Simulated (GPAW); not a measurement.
# TaMo2C3 (P-3m1) in GPAW: single point with LDA

Aim: the single point of TaMo2C3 with LDA.

Program: GPAW 26.7.0. These are calculated values, not measurements. Logs are shortened: lines on timing, memory, paths and dates and some standing lists are left out, and cuts for length are marked. The log counts tension as positive stress, the text compression.

## Step 1: The structure

Symmetry: P-3m1, No. 164, trigonal system. Conventional cell: a = 3.117 Å, b = 3.117 Å, c = 7.686 Å, α = 90.00°, β = 90.00°, γ = 120.00°. Around Ta (site symmetry -3m) lie 6 C at 2.21 Å. Around Mo (site symmetry 3m) lie 6 C at 2.19 to 2.22 Å. C (site symmetry 3m) has 3 Mo at 2.19 Å and 3 Ta at 2.21 Å as nearest neighbours. C (site symmetry -3m) is surrounded by 6 Mo at 2.22 Å.

The cell comes from a database or a generator and needn't be the stable form of this composition.

## Step 2: Single point, LDA

The input, run.py:

```python
from ase import Atoms
from ase.dft.bandgap import bandgap
from ase.io import write
from ase.units import GPa
from gpaw import GPAW, PW

atoms = Atoms(['Ta', 'Mo', 'Mo', 'C', 'C', 'C'],
              cell=[[3.116636043, 0.0, 0.0],
                    [-1.5583180215, 2.6990859876, 0.0],
                    [0.0, 0.0, 7.686316]],
              scaled_positions=[[0.0, 0.0, 0.0],
                                [0.6666666667, 0.3333333333, 0.33077],
                                [0.3333333333, 0.6666666667, 0.66923],
                                [0.6666666667, 0.3333333333, 0.832079],
                                [0.3333333333, 0.6666666667, 0.167921],
                                [0.0, 0.0, 0.5]],
              pbc=True)

calc = GPAW(mode=PW(600),
            xc='LDA',
            kpts={'size': (8, 8, 3), 'gamma': True},
            occupations={'name': 'fermi-dirac', 'width': 0.05},
            nbands=48,
            maxiter=120,
            txt='gpaw.txt')
atoms.calc = calc
energy = atoms.get_potential_energy()
forces = atoms.get_forces()
stress = atoms.get_stress()
calc.write('gs.gpw')
write('result.traj', atoms)
print(f'Energy: {energy:.6f} eV')
print('Forces (eV/A):')
print(forces.round(4))
print('Stress (GPa):', (stress / GPa).round(3))
print('Fermi level:', round(calc.get_fermi_level(), 4), 'eV')
print(f'Gap: {bandgap(calc)[0]:.4f} eV, direct: {bandgap(calc, direct=True)[0]:.4f} eV')
```

Potentials or basis: the program's PAW data sets (release 1.2.1) made for this functional, pw.

Command:

```sh
$ OMP_NUM_THREADS=1 python run.py
```

gpaw.txt:

```text
__  _  _
 | _ |_)|_||  |
 |__||  | ||/\| - 26.7.0

Input parameters:
  mode=PW(ecut=600.0),
  kpts=MonkhorstPack(size=(8, 8, 3), gamma=True),
  maxiter=120,
  nbands=48,
  occupations=Occupations(name='fermi-dirac', width=0.05),
  xc=XC(name='LDA')

Diagonalizing LCAO Hamiltonian
Converting LCAO to pw mode

         Mo C

       C
            Mo
         C

       Ta

Atoms  # Å, Bohr magnetons
|   | symbol |         x |        y |        z |    initial magnetic moments |
|---|--------|-----------|----------|----------|-----------------------------|
| 0 |     Ta |  0.000000 | 0.000000 | 0.000000 | ( 0.0000,  0.0000,  0.0000) |
| 1 |     Mo |  1.558318 | 0.899695 | 2.542403 | ( 0.0000,  0.0000,  0.0000) |
| 2 |     Mo | -0.000000 | 1.799391 | 5.143913 | ( 0.0000,  0.0000,  0.0000) |
| 3 |      C |  1.558318 | 0.899695 | 6.395622 | ( 0.0000,  0.0000,  0.0000) |
| 4 |      C | -0.000000 | 1.799391 | 1.290694 | ( 0.0000,  0.0000,  0.0000) |
| 5 |      C |  0.000000 | 0.000000 | 3.843158 | ( 0.0000,  0.0000,  0.0000) |

Unit cell  # Å
| periodic |         x |        y |        z |  lengths |     angles |
|----------|-----------|----------|----------|----------|------------|
|      yes |  3.116636 | 0.000000 | 0.000000 | 3.116636 |  90.000000 |
|      yes | -1.558318 | 2.699086 | 0.000000 | 3.116636 |  90.000000 |
|      yes |  0.000000 | 0.000000 | 7.686316 | 7.686316 | 120.000000 |

Number of symmetries: 12
Symmetry operations  # r_c * U_cc + t_c -> r_c
|    | kind |            matrix            |
|----|------|------------------------------|
|  0 |  σ   |  1, 1, 0,  0,-1, 0,  0, 0, 1 |
|  1 |  S6  |  1, 1, 0, -1, 0, 0,  0, 0,-1 |
|  2 |  E   |  1, 0, 0,  0, 1, 0,  0, 0, 1 |
|  3 |  C2  |  1, 0, 0, -1,-1, 0,  0, 0,-1 |
|  4 |  C2  |  0, 1, 0,  1, 0, 0,  0, 0,-1 |
|  5 |  C3  |  0, 1, 0, -1,-1, 0,  0, 0, 1 |
|  6 |  S6  |  0,-1, 0,  1, 1, 0,  0, 0,-1 |
|  7 |  σ   |  0,-1, 0, -1, 0, 0,  0, 0, 1 |
|  8 |  σ   | -1, 0, 0,  1, 1, 0,  0, 0, 1 |
|  9 |  i   | -1, 0, 0,  0,-1, 0,  0, 0,-1 |
| 10 |  C3  | -1,-1, 0,  1, 0, 0,  0, 0, 1 |
| 11 |  C2  | -1,-1, 0,  0, 1, 0,  0, 0,-1 |

BZ-sampling:
  Number of BZ points: 192
  Number of IBZ points: 25

  Monkhorst-Pack size: [8, 8, 3]
  Monkhorst-Pack shift: [0.0625, 0.0625, 0.0]

K-points  # in reciprocal-cell coordinates
|     |                                coordinates |     weight |
|-----|--------------------------------------------|------------|
|   0 | (  0.00000000,   0.00000000,   0.00000000) | 0.00520833 |
|   1 | (  0.00000000,   0.00000000,   0.33333333) | 0.01041667 |
|   2 | (  0.12500000,   0.00000000,  -0.33333333) | 0.03125000 |
|   3 | (  0.12500000,   0.00000000,   0.00000000) | 0.03125000 |
|   4 | (  0.12500000,   0.00000000,   0.33333333) | 0.03125000 |
|   5 | (  0.25000000,  -0.12500000,   0.00000000) | 0.03125000 |
|   6 | (  0.25000000,  -0.12500000,   0.33333333) | 0.06250000 |
|   7 | (  0.25000000,   0.00000000,  -0.33333333) | 0.03125000 |
|   8 | (  0.25000000,   0.00000000,   0.00000000) | 0.03125000 |
|   9 | (  0.25000000,   0.00000000,   0.33333333) | 0.03125000 |
| ... |                                            |            |
|  24 | (  0.50000000,   0.50000000,   0.33333333) | 0.03125000 |

Plane wave coefficients: 2191
Cutoff: 600.0 eV

Spin-components: 1 (collinear spins)
Bands:           48
Projectors:      33
Spin-degeneracy: 2
Datatype:        complex128

Parallelization:
  kpt:    1
  domain: 1
  band:   1

Density:
  Valence electrons: 53.0
  Components: 1
  Grid points: [18 18 45]
  Charge: 0.0  # |e|

Potential:
  Grid points: [18 18 45]

species:
  Ta:
    name:    Tantalum
    Z:       73.0
    valence: 13
    core:    60
    charge:  0.0  # [|e|]
    compensation charges:
      type: gauss
      rc: 0.42  # [Å]
      lmax: 2
    cutoffs:
      filter: 2.36  # [Å]
      core: 3.45  # [Å]
    projectors
    | kind |    occ | energy [eV] | rcut [Å] |
    |------|--------|-------------|----------|
    |   5s |  2.000 |     -72.979 |    1.365 |
    |   6s |  2.000 |      -5.599 |    1.365 |
    |   5p |  6.000 |     -39.590 |    1.349 |
    |   6p |  0.000 |      -1.483 |    1.349 |
    |   5d |  3.000 |      -3.794 |    1.307 |
    |    d |        |      23.417 |    1.307 |

    Using partial waves for Ta as LCAO basis

  Mo:
    name:    Molybdenum
    Z:       42.0
    valence: 14
    core:    28
    charge:  0.0  # [|e|]
    compensation charges:
      type: gauss
      rc: 0.38  # [Å]
      lmax: 2
    cutoffs:
      filter: 2.16  # [Å]
      core: 1.42  # [Å]
    projectors
    | kind |    occ | energy [eV] | rcut [Å] |
    |------|--------|-------------|----------|
    |   4s |  2.000 |     -64.384 |    1.238 |
    |   5s |  1.000 |      -4.319 |    1.238 |
    |   4p |  6.000 |     -38.595 |    1.296 |
    |   5p |  0.000 |      -1.161 |    1.296 |
    |   4d |  5.000 |      -3.933 |    1.296 |
    |    d |        |      23.278 |    1.296 |

    Using partial waves for Mo as LCAO basis

  C:
    name:    Carbon
    Z:       6.0
    valence: 4
    core:    2
    charge:  0.0  # [|e|]
    compensation charges:
      type: gauss
      rc: 0.20  # [Å]
      lmax: 2
    cutoffs:
      filter: 1.14  # [Å]
      core: 1.14  # [Å]
    projectors
    | kind |    occ | energy [eV] | rcut [Å] |
    |------|--------|-------------|----------|
    |   2s |  2.000 |     -13.639 |    0.635 |
    |   2p |  2.000 |      -5.414 |    0.635 |
    |    s |        |      13.573 |    0.635 |
    |    p |        |      21.797 |    0.635 |
    |    d |        |       0.000 |    0.635 |

    Using partial waves for C as LCAO basis

Reference energy: -647018.353270  # eV

eigensolver:
  PPCG
  Converge bands: occupied
  niter=2

density mixing:
  MSR1-Mixer
  Pratt-step length: 0.05
  Maximum mixing coefficient: 0.75
  Old densities: 10
  SVD Regularization: 0.005
  Good broyden scale: 1.0
  Trust region scale: 1.0
  Backstep threshold: 4.0
  History deletion threshold: 6.0
  Fourier metric: weight=20.0, sigma=0.015

occupation numbers:
  Fermi-Dirac:
    width: 0.0500  # eV

poisson solver:
  ecut: 4800.0  # eV

xc functional:
  name: None

convergence criteria:
- Maximum [total energy] change in last 3 cyles: 0.0005 eV / valence electron
- Maximum integral of absolute [dens]ity change: 0.0001 electrons / valence electron
- Maximum integral of absolute [eigenst]ate change: 4e-08 eV^2 / valence electron
maximum number of iterations: 120

SCF iterations
|iter     | |      energy | eigst |  dens |
|---------|-|-------------|-------|-------|
|iter:   1| |  -78.017150 | +0.41 |       |
|iter:   2| |  -74.158105 | -1.40 | -0.78 |
|iter:   3| |  -69.987643 | -0.63 | -0.85 |
|iter:   4| |  -67.606022 | -1.48 | -1.13 |
|iter:   5| |  -67.429598 | -2.46 | -1.57 |
|iter:   6| |  -67.435352 | -2.87 | -1.87 |
|iter:   7| |  -67.429091c| -3.73 | -2.36 |
|iter:   8| |  -67.427967c| -4.48 | -2.77 |
|iter:   9| |  -67.427958c| -5.74 | -3.34 |
|iter:  10| |  -67.427958c| -7.42c| -4.11c|

Converged in 10 steps
Energy contributions relative to reference atoms: (reference = -647018.353270)

Energy contributions:
  Kinetic:          -4.132764
  Coulomb:          -9.527200
  Zero:             -0.748437
  External:          0.000000
  Xc:              -53.013349
  Entropy:          -0.012415
  Spinorbit:         0.000000
  ----------------------------
  Free energy:     -67.434165
  Extrapolated:    -67.427958

dipole moment: (-8.704662, -15.076917, -27.673703)  # |e|*Ang

Fermi level: 13.595
Eigenvalues  # (at kpt = [0.000, 0.000, 0.000])
| band index |      eig [eV] | occ [0-2] |
|------------|---------------|-----------|
|          0 |       -54.953 |     2.000 |
|        ... |               |           |
|         23 |        11.567 |     2.000 |
|         24 |        13.153 |     2.000 |
|         25 |        13.153 |     2.000 |
|         26 |        13.158 |     2.000 |
|         27 |        13.223 |     1.999 |
|         28 |        13.223 |     1.999 |
|         29 |        13.370 |     1.978 |
|         30 |        13.370 |     1.978 |
|         31 |        14.655 |     0.000 |
|         32 |        14.692 |     0.000 |
|         33 |        14.692 |     0.000 |
|         34 |        15.363 |     0.000 |
|         35 |        19.588 |     0.000 |
|         36 |        19.588 |     0.000 |
|         37 |        20.837 |     0.000 |
|         38 |        20.837 |     0.000 |
|        ... |               |           |
|         47 |        32.781 |     0.000 |

No gap
No difference between direct/indirect transitions

Forces  # eV/Ang
|        x |        y |        z |
|----------|----------|----------|
|  0.00000 |  0.00000 |  0.00000 |  # Ta   0
|  0.00000 |  0.00000 | -0.07140 |  # Mo   1
| -0.00000 |  0.00000 |  0.07140 |  # Mo   2
|  0.00000 |  0.00000 | -0.04029 |  # C    3
|  0.00000 |  0.00000 |  0.04029 |  # C    4
|  0.00000 | -0.00000 |  0.00000 |  # C    5

Stress tensor  # eV/Ang^3
|        x |        y |        z |
|----------|----------|----------|
| 0.111962 | 0.000000 | 0.000000 |
| 0.000000 | 0.111962 | 0.000000 |
| 0.000000 | 0.000000 | 0.108216 |

# Writing to gs.gpw (mode='')
```

Run time: 47 s. Hardware: 1 thread of Arm Neoverse V2, shared host; peak memory 0.22 GiB.

What came out:

```
Free energy            : -67.4342 eV
Pressure               : -17.7 GPa
Largest force          : 0.071 eV/Å
Band gap on the k mesh : none (metal or under the smearing width)
```

Forces in eV/Å, atoms in the order of the input:
```
Ta   0.000  0.000  0.000
Mo   0.000  0.000 -0.071
Mo   0.000  0.000  0.071
C    0.000  0.000 -0.040
C    0.000  0.000  0.040
C    0.000  0.000  0.000
```

Caveat: the cutoff is short for stress and forces, so pressures can be off by a GPa or more; so large a pressure means that the cell lies far from this level's equilibrium, or that cutoff or potentials fall short.
